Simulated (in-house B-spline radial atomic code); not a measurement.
# Rb: the cost of one run

The numbers are computed with an in-house B-spline radial atomic code, version 1 (Dirac-Hartree-Fock, RPA and Brueckner orbitals, sums over states, B-spline basis), except any that are marked as measured or tabulated.

### 1 What is computed

| Item | Value |
| --- | --- |
| element | rubidium (Z = 37) |
| charge | +24 |
| closed core | [Ne] 3s2 |
| nucleus | mass number 85, rms radius 4.204 fm |

### 2 The run

Input settings, with the grid that the program derived:

```ini
basis_form = 2
Z = 37
core_configuration = [Ne] 3s2
rms_radius = 4.2036
mass_number = 85
speed_of_light = 137.035999084
box_radius = 2.8
lmax = 6
intervals = 57
virtual_cutoff = 2738.0
```

Launch:

```console
$ python run_mb.py task.json out
```

task.json holds these settings.

What time and memory should one allow on 1 thread of Intel Xeon Platinum 8488C (Sapphire Rapids), shared host?

About 6.7 s, with a peak of 0.18 GiB.
